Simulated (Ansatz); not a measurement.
# Re, space group P6_3/mmc: a phonon calculation by finite displacements

With the Python package of Ansatz (0.2.0).

The cells in order, each with its output:

In [1]:
```python
from pathlib import Path
import warnings

import ansatz as az
import numpy as np
from pymatgen.core import Lattice, Structure
from pymatgen.io.ase import AseAtomsAdaptor
```

In [2]:
```python
warnings.simplefilter("ignore", az.DeckWarning)
```

In [3]:
```python
pmg_structure = Structure(
    Lattice([[2.7608, 0.0, 0.0], [-1.3804, 2.390923, 0.0], [0.0, 0.0, 4.4582]]),
    ["Re", "Re"],
    [
        [1 / 3, 2 / 3, 0.25],
        [2 / 3, 1 / 3, 0.75],
    ],
)
cell = az.Crystal.from_ase(AseAtomsAdaptor.get_atoms(pmg_structure))
```

In [4]:
```python
# the k mesh has to be a multiple of the supercell
setup = (
    cell.calculation()
    .occupations("cold", width=0.1)
    .scf(tolerance=1e-09)
    .functional(az.Functional.PBESOL)
    .kpoints(12, 12, 6)
    .phonons("fd", supercell=2, temperatures=(0, 500, 50))
)
out = setup.run(threads=1, pin="off", runs_dir="runs")
folder = Path(out.output_folder) / "results"
ph = out.phonons
```

In [5]:
```python
for mode, w in enumerate(ph.gamma_omega_inv_cm, start=1):
    print(f"Gamma mode {mode:2d}: {w:8.1f} 1/cm  {w / 33.35641:7.3f} THz")
print(f"{ph.n_members} displaced supercells, sum-rule residual {ph.asr_residual_pre_ev_ang2:.1e} eV/A^2")
sums = ph.harmonic_sums
print(f"zero-point energy {1000 * sums.zero_point_energy_ev:.2f} meV per cell")
t, f_vib = np.asarray(sums.temperatures_k), np.asarray(sums.vibrational_free_energy_ev)
for temperature, value in zip(t, f_vib):
    print(f"T = {temperature:6.0f} K   F_vib = {1000 * value:9.2f} meV per cell")
```
```text
Gamma mode  1:      0.0 1/cm    0.000 THz
Gamma mode  2:      0.0 1/cm    0.000 THz
Gamma mode  3:      0.0 1/cm    0.000 THz
Gamma mode  4:    109.0 1/cm    3.269 THz
Gamma mode  5:    115.3 1/cm    3.456 THz
Gamma mode  6:    115.3 1/cm    3.456 THz
1 displaced supercells, sum-rule residual 4.0e-05 eV/A^2
zero-point energy 49.46 meV per cell
T =      0 K   F_vib =     49.46 meV per cell
T =     50 K   F_vib =     48.51 meV per cell
T =    100 K   F_vib =     39.75 meV per cell
T =    150 K   F_vib =     21.56 meV per cell
T =    200 K   F_vib =     -4.17 meV per cell
T =    250 K   F_vib =    -35.91 meV per cell
T =    300 K   F_vib =    -72.59 meV per cell
T =    350 K   F_vib =   -113.44 meV per cell
T =    400 K   F_vib =   -157.90 meV per cell
T =    450 K   F_vib =   -205.53 meV per cell
T =    500 K   F_vib =   -256.00 meV per cell
```

What to keep in mind:
- The cell isn't relaxed first, so the values belong to this volume.
- For a metal this k-point mesh is coarse: on a finer one energies can move by several to tens of meV an atom and pressures by half a GPa or more, differences at one mesh by less.
- A negative frequency stands for an imaginary mode.
- Spin-orbit coupling, which matters for elements this heavy, is left out.
- The structure is taken as given and the supercell is small; imaginary modes can come from an unrelaxed or unstable start. Phonons of metals also depend on mesh and smearing.
- Run time: 2.3 min on 1 thread of Arm Neoverse V2, on a shared host, peak memory 1.6 GiB.
